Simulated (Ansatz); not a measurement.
Geometry optimisation, DFT PBEsol, scalar-relativistic, plane waves, PAW (Ansatz 0.2.0).

input.yaml

```yaml
crystal:
  lattice:
    - [-3.65, -6.321985, 0.0]
    - [5.475, -3.160993, 0.0]
    - [0.0, 0.0, 11.4683]
  atoms:
    - { symbol: "Y", position: [0.75000002, 0.50000002, 0.0] }
    - { symbol: "Y", position: [0.50000002, 0.33333334, 0.25] }
    - { symbol: "Y", position: [0.75000002, 0.50000002, 0.5] }
    - { symbol: "Y", position: [0.50000002, 0.33333334, 0.75] }
    - { symbol: "Y", position: [0.50000003, 2.0e-08, 0.0] }
    - { symbol: "Y", position: [0.24999999, 0.83333332, 0.25] }
    - { symbol: "Y", position: [0.50000003, 2.0e-08, 0.5] }
    - { symbol: "Y", position: [0.24999999, 0.83333332, 0.75] }
    - { symbol: "Y", position: [0.25, 0.5, 0.0] }
    - { symbol: "Y", position: [-1.0e-08, 0.33333333, 0.25] }
    - { symbol: "Y", position: [0.25, 0.5, 0.5] }
    - { symbol: "Y", position: [-1.0e-08, 0.33333333, 0.75] }
    - { symbol: "Y", position: [0.0, 0.0, 0.0] }
    - { symbol: "Y", position: [0.75000001, 0.83333334, 0.25] }
    - { symbol: "Y", position: [0.0, 0.0, 0.5] }
    - { symbol: "Y", position: [0.75000001, 0.83333334, 0.75] }
    - { symbol: "Y", position: [0.74149137, 0.16327342, 1.12236637] }
basis:
  ecutwfc: 420.0
kpoints:
  mp_grid: { grid: [3, 3, 2] }
hamiltonian:
  xc: pbesol
scf:
  occupations: { method: gaussian, width: 0.1 }
  lower_state_search: "off"
relax:
  f_tol: 0.03
  max_steps: 60
  adjacent_minimum: "off"
```

Command:

```bash
$ ansatz run input.yaml --threads 4 --pin off --max-ram 10240MiB --backend cpu --events-out ev --progress --plain --runs-dir out
```

**Question.** Where does it end, and by what steps?

**Answer.** The forces met the threshold. The force dipped under the threshold on the way, but the program's further checks kept it going. Limits of this set-up: coarse k mesh, a small cell, in which the defect meets its images, a typed lattice constant that wasn't relaxed here. After 8 steps the energy has fallen by 2.651 eV; Y1 moved furthest, 0.49 Å.

| step | energy less start (eV) | largest force component (eV/Å) | accepted |
| --- | --- | --- | --- |
| 0 | 0.0000 | 2.350 | yes |
| 1 | -1.9924 | 0.983 | yes |
| 2 | -2.5697 | 0.282 | yes |
| 3 | -2.6294 | 0.061 | yes |
| 4 | -2.6377 | 0.082 | yes |
| 5 | -2.6447 | 0.051 | yes |
| 6 | -2.6487 | 0.081 | yes |
| 7 | -2.6508 | 0.021 | yes |
| 8 | -2.6508 | 0.021 | yes |

```xyz
17
Lattice="-3.6500 -6.3220 0.0000 5.4750 -3.1610 0.0000 0.0000 0.0000 11.4683" Properties=species:S:1:pos:R:3
Y 0.411 -6.553 -0.140
Y 0.180 -4.121 3.120
Y -0.007 -6.314 5.853
Y 0.018 -4.203 8.642
Y -1.871 -2.810 -0.231
Y 3.734 -4.255 2.817
Y -1.825 -3.134 5.767
Y 3.582 -4.172 8.525
Y 1.684 -3.074 0.125
Y 1.839 -1.250 3.125
Y 1.867 -3.180 5.818
Y 1.826 -1.066 8.644
Y -0.327 -0.130 -0.233
Y 1.580 -7.227 2.999
Y -0.017 -0.007 5.768
Y 1.886 -7.408 8.515
Y -1.771 -5.304 12.567
```

Whether the end is a true minimum wasn't checked by a vibrational analysis.

The run took 77 s on 4 threads of AMD EPYC 7B13 (Zen 3), with other jobs on the host, peak memory 1.6 GiB.
